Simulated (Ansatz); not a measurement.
# CH2Se: the cost of one run

Computed with Ansatz 0.2.0 through its Python package. The levels of theory stand in the script.

## Step 1: The structure

Bond lengths: C1–Se2 1.732 Å, C1–H3 1.087 Å, C1–H4 1.126 Å. Angles: Se2–C1–H3 139.8°, Se2–C1–H4 102.7°, H3–C1–H4 117.5°.

No structure file is read: the coordinates are typed or built in the script.

## Step 2: The code

cas_ch2se.py

```python
'''Static correlation in CH2Se: natural occupations of an active space.'''

import ansatz as az

BASIS_SET = 'def2-SVP'

geometry_ang = [
    ('C', [-0.1022, -0.1624, -0.0442]),
    ('Se', [1.367, 0.4143, 0.6701]),
    ('H', [-0.6904, -1.0736, -0.1103]),
    ('H', [-0.5188, 0.7614, -0.5358]),
]
mol = az.Crystal.molecule()
for symbol, xyz in geometry_ang:
    mol = mol.atom(symbol, xyz)

calc = (
    mol.calculation()
    .basis(gaussian=BASIS_SET)
    .correlation(active_electrons=4, active_orbitals=4)
)
for method in [None, 'sc_nevpt2', 'fic_mrcisd_q']:
    summary = (calc if method is None else calc.correlation(method)).run(threads=1).report
    space = summary['configurations']
    state = space['states'][0]
    print(method or 'casscf', f'total {summary["free_energy_ev"] / 27.211386246:.6f} Ha, active-space state {state["energy"]["hartree"]:.6f} Ha, mean field {summary["reference_energy_ev"] / 27.211386246:.6f} Ha')
    print('  determinants', state['n_determinants'], ' natural occupations', [round(n, 3) for n in space['natural_occupations']])
print('effectively unpaired electrons, sum of min(n, 2 - n):', round(sum(min(n, 2 - n) for n in space['natural_occupations']), 3))
```

## Step 3: The calls as engine input

The package turns the script's settings into the engine's input (first run):

```yaml
crystal:
  periodic: [false, false, false]
  atoms:
    - { symbol: C, position_ang: [-0.1022, -0.1624, -0.0442] }
    - { symbol: Se, position_ang: [1.367, 0.4143, 0.6701] }
    - { symbol: H, position_ang: [-0.6904, -1.0736, -0.1103] }
    - { symbol: H, position_ang: [-0.5188, 0.7614, -0.5358] }
basis:
  gaussian:
    orbitals: def2-SVP
correlation:
  active_space:
    window:
      electrons: 4
      orbitals: 4
```

## Step 4: Running it

The run is started by

```bash
> python cas_ch2se.py
```

What time and memory should one allow on 1 thread of Intel Xeon Platinum 8488C (Sapphire Rapids), shared host?

About 5.6 s, with a peak of 0.2 GiB.
